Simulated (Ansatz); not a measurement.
# BClH4OSi: small, medium and large basis sets

The task here is to estimate one member of a computed series from the others.

Computed with Ansatz 0.2.0, Gaussian basis. Level: one geometry, several basis sets.

The runs, in order: PBE0-D4/def2-SVP; ωB97M-V/def2-SVP; PBE0-D4/def2-QZVPP; ωB97M-V/def2-QZVPP; the functionals' def2-TZVPP values are taken from earlier runs.

## The geometry

The geometry comes from an earlier relaxation with PBE0-D4 in a triple-zeta def2 set; it is a stationary point, not always the lowest conformer.

SMILES `OB([SiH3])Cl`, 8 atoms, charge 0, spin multiplicity 1.

Atoms are counted from 1 here; the program's logs count them from 0.

Bond lengths: O1–B2 1.343 Å, O1–H5 0.965 Å, B2–Si3 2.023 Å, B2–Cl4 1.779 Å, Si3–H6 1.486 Å, Si3–H7 1.488 Å, Si3–H8 1.488 Å. Angles: B2–O1–H5 113.9°, O1–B2–Si3 121.8°, O1–B2–Cl4 119.2°, Si3–B2–Cl4 119.0°, B2–Si3–H6 112.1°, B2–Si3–H7 109.2°, B2–Si3–H8 109.2°, H6–Si3–H7 109.1°, H6–Si3–H8 109.1°, H7–Si3–H8 108.1°.

Set-up of the first run:

Contents of in.yaml:

```yaml
crystal:
  periodic: [false, false, false]
  atoms:
    - {symbol: O, position_ang: [-0.463387, 1.550875, -0.887962]}
    - {symbol: B, position_ang: [-0.138061, 0.255272, -0.750147]}
    - {symbol: Si, position_ang: [0.266281, -0.556197, 1.058368]}
    - {symbol: Cl, position_ang: [-0.059070, -0.776790, -2.196423]}
    - {symbol: H, position_ang: [-0.632477, 1.816924, -1.799569]}
    - {symbol: H, position_ang: [0.148712, 0.439360, 2.155935]}
    - {symbol: H, position_ang: [1.647883, -1.109108, 1.049146]}
    - {symbol: H, position_ang: [-0.677883, -1.677437, 1.314953]}
basis:
  gaussian: {orbitals: def2-SVP}
hamiltonian: {xc: pbe0, dispersion: d4}
output: {orbitals: {seedname: orbitals}}
```

The run is started by

```
$ ansatz run in.yaml --threads 2 --pin off --events-out ev --progress --plain --max-ram 4352MiB
```

Steps of the session up to this table: PBE0-D4 in def2-SVP; ωB97M-V in def2-SVP; PBE0-D4 in def2-QZVPP; ωB97M-V in def2-QZVPP.

One of the session's tables, all rows but one given; the rest of the session is left out.

It belongs to the step «Density functionals: the series». 

| functional | basis | HOMO (eV) |
| --- | --- | --- |
| PBE0-D4 | def2-SVP | -8.31 |
| PBE0-D4 | def2-TZVPP | -8.43 |
| PBE0-D4 | def2-QZVPP | -8.45 |
| ωB97M-V | def2-SVP | -10.40 |
| ωB97M-V | def2-TZVPP | -10.56 |
| ωB97M-V | def2-QZVPP | ? |

**Question.** Estimate the row for ωB97M-V, def2-QZVPP.

The run gave: HOMO (eV): -10.59. In the column «HOMO (eV)» it is the lowest.
